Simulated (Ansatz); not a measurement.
# GeH₂OS (SMILES [O]1[S][GeH2]1): one structure at several levels

Aim: energy, forces and dipole at a structure displaced at random from a GFN2-xTB minimum, from CCSD(T) and from density functionals.

Method: single points in def2-TZVPP; program: Ansatz 0.2.0, Gaussian basis.

Correlated methods freeze the cores. Filled d shells of the heavier atoms are correlated.

## Step 1: Where the work starts

SMILES `[O]1[S][GeH2]1`, 5 atoms, charge 0, spin multiplicity 1.

Atoms are counted from 1 here; the program's logs count them from 0.

Bond lengths: O1–S2 1.762 Å, O1–Ge3 1.741 Å, S2–Ge3 2.091 Å, Ge3–H4 1.516 Å, Ge3–H5 1.550 Å. Angles: S2–O1–Ge3 73.3°, O1–S2–Ge3 52.9°, O1–Ge3–S2 53.8°, O1–Ge3–H4 109.8°, O1–Ge3–H5 111.9°, S2–Ge3–H4 120.1°, S2–Ge3–H5 120.7°, H4–Ge3–H5 118.6°.

Coordinates:

```xyz
5
charge 0, multiplicity 1
O    -0.11910   -0.37040    1.30570
S     1.40120   -0.94270    0.62270
Ge   -0.07610    0.17430   -0.34750
H    -1.15790   -0.52610   -1.14650
H     0.03620    1.71700   -0.44600
```

## Step 2: CCSD(T)/def2-TZVPP

run/in.yaml reads:

```yaml
crystal:
  periodic: [false, false, false]
  atoms:
    - {symbol: O, position_ang: [-0.119100, -0.370400, 1.305700]}
    - {symbol: S, position_ang: [1.401200, -0.942700, 0.622700]}
    - {symbol: Ge, position_ang: [-0.076100, 0.174300, -0.347500]}
    - {symbol: H, position_ang: [-1.157900, -0.526100, -1.146500]}
    - {symbol: H, position_ang: [0.036200, 1.717000, -0.446000]}
basis:
  gaussian: {orbitals: def2-TZVPP}
correlation: {method: ccsd_t}
output: {forces: true}
```

No record of the launch command was kept for these runs.

## Step 3: PBE0-D4/def2-TZVPP

Edit run/in.yaml of step 2 so:

```diff
@@ -10,3 +10,3 @@
   gaussian: {orbitals: def2-TZVPP}
-correlation: {method: ccsd_t}
-output: {forces: true}
+hamiltonian: {xc: pbe0, dispersion: d4}
+output: {forces: true, orbitals: {seedname: orbitals}}
```

## Step 4: wB97M-V/def2-TZVPP

Edit run/in.yaml of step 3 so:

```diff
@@ -10,3 +10,3 @@
   gaussian: {orbitals: def2-TZVPP}
-hamiltonian: {xc: pbe0, dispersion: d4}
-output: {forces: true, orbitals: {seedname: orbitals}}
+hamiltonian: {xc: {name: wB97M-V}}
+output: {forces: true}
```

## Step 5: r2SCAN-D4/def2-TZVPP

Edit run/in.yaml of step 4 so:

```diff
@@ -10,3 +10,3 @@
   gaussian: {orbitals: def2-TZVPP}
-hamiltonian: {xc: {name: wB97M-V}}
+hamiltonian: {xc: r2scan, dispersion: d4}
 output: {forces: true}
```

## Step 6: PBE-D4/def2-TZVPP

Edit run/in.yaml of step 5 so:

```diff
@@ -10,3 +10,3 @@
   gaussian: {orbitals: def2-TZVPP}
-hamiltonian: {xc: r2scan, dispersion: d4}
+hamiltonian: {xc: pbe, dispersion: d4}
 output: {forces: true}
```

## Step 7: r2SCANh-D4/def2-TZVPP

Edit run/in.yaml of step 6 so:

```diff
@@ -10,3 +10,3 @@
   gaussian: {orbitals: def2-TZVPP}
-hamiltonian: {xc: pbe, dispersion: d4}
+hamiltonian: {xc: {name: r2SCANh}, dispersion: d4}
 output: {forces: true}
```

## Step 8: HSE06-D4/def2-TZVPP

Edit run/in.yaml of step 7 so:

```diff
@@ -10,3 +10,3 @@
   gaussian: {orbitals: def2-TZVPP}
-hamiltonian: {xc: {name: r2SCANh}, dispersion: d4}
+hamiltonian: {xc: hse06, dispersion: d4}
 output: {forces: true}
```

(Steps that only read results are left out.)

Before running it: what results should come out? Wanted: energy less free atoms, CCSD(T)/def2-TZVPP; RMS force component; RMS force error; HOMO and LUMO, PBE0-D4; T1 diagnostic.

**Answer**, as computed:

| quantity | value |
| --- | --- |
| energy less free atoms, CCSD(T)/def2-TZVPP | -1276.1 kJ/mol |
| RMS force component | 0.855 to 1.139 eV/Å over the methods |
| RMS force error | PBE0-D4 0.255, wB97M-V 0.211, r2SCAN-D4 0.131, PBE-D4 0.210, r2SCANh-D4 0.216, HSE06-D4 0.249 eV/Å |
| HOMO and LUMO, PBE0-D4 | -6.58 and -1.56 eV |
| T1 diagnostic | 0.015 |

**Reading.** Against CCSD(T) the functionals' energies less atoms differ by -86.2 to -26.1 kJ/mol, PBE-D4 by -86.2 kJ/mol. The reference is not at the basis limit: in triple zeta CCSD(T) underbinds, which counts against methods that bind more; the gaps are no ranking. On forces the order runs from r2SCAN-D4 to PBE0-D4. Frozen-core CCSD(T) forces in triple zeta carry basis errors of their own, and this is one geometry, so small gaps rank nothing.
